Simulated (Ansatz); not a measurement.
**GaHF radical (SMILES [F][GaH]): functionals against CCSD(T) at one geometry**

An exercise on one series of results from a longer session: the logs are not shown, and one member is left open.

The runs use Ansatz 0.2.0, Gaussian basis; single points in def2-TZVPP.

Cores are frozen in the correlated methods. Filled d shells of the heavier atoms are correlated. Orbitals are unrestricted.

## Where the work starts

SMILES `[F][GaH]`, 3 atoms, charge 0, spin multiplicity 2.

Atoms are counted from 1 here; the program's logs count them from 0.

Bond lengths: F1–Ga2 1.879 Å, Ga2–H3 1.688 Å. Angles: F1–Ga2–H3 109.0°.

Coordinates:

```xyz
3

F    -1.3240    0.4845   -0.7007
Ga    0.3276    0.5498    0.1922
H     0.9182   -1.0212    0.3705
```

Set-up of the first run:

The input, run/in.yaml:

```yaml
crystal:
  periodic: [false, false, false]
  atoms:
    - {symbol: F, position_ang: [-1.324000, 0.484500, -0.700700]}
    - {symbol: Ga, position_ang: [0.327600, 0.549800, 0.192200]}
    - {symbol: H, position_ang: [0.918200, -1.021200, 0.370500]}
basis:
  gaussian: {orbitals: def2-TZVPP}
magnetization: {spin_polarized: true, initial_magnetization: 1}
correlation: {method: ccsd_t}
scf: {omitted_lower_state_checks: [cluster_reference]}
output: {forces: true}
```

The command line of these runs was not kept.

Steps of the session up to this table: CCSD(T)/def2-TZVPP; PBE0-D4/def2-TZVPP; wB97M-V/def2-TZVPP; r2SCAN-D4/def2-TZVPP; PBE-D4/def2-TZVPP; r2SCAN0-D4/def2-TZVPP; wB97X-V/def2-TZVPP.

One of the session's tables, all rows but one given; the rest of the session is left out.

```
    method  RMS force component (eV/Å)  angle to CCSD(T) forces (°)  dipole (D)
   CCSD(T)                       1.012                    reference        2.87
   PBE0-D4                       0.929                          2.7        2.90
   wB97M-V                       0.928                          0.5        2.93
 r2SCAN-D4                       0.938                          2.8        2.76
    PBE-D4                           ?                            ?           ?
r2SCAN0-D4                       1.074                          3.0        2.97
   wB97X-V                       0.961                          0.6        2.91
```

**Question.** Estimate the row for PBE-D4.

**Answer.** RMS force component (eV/Å): 0.682; angle to CCSD(T) forces (°): 4.1; dipole (D): 2.65. In the column «RMS force component (eV/Å)» it is the lowest.
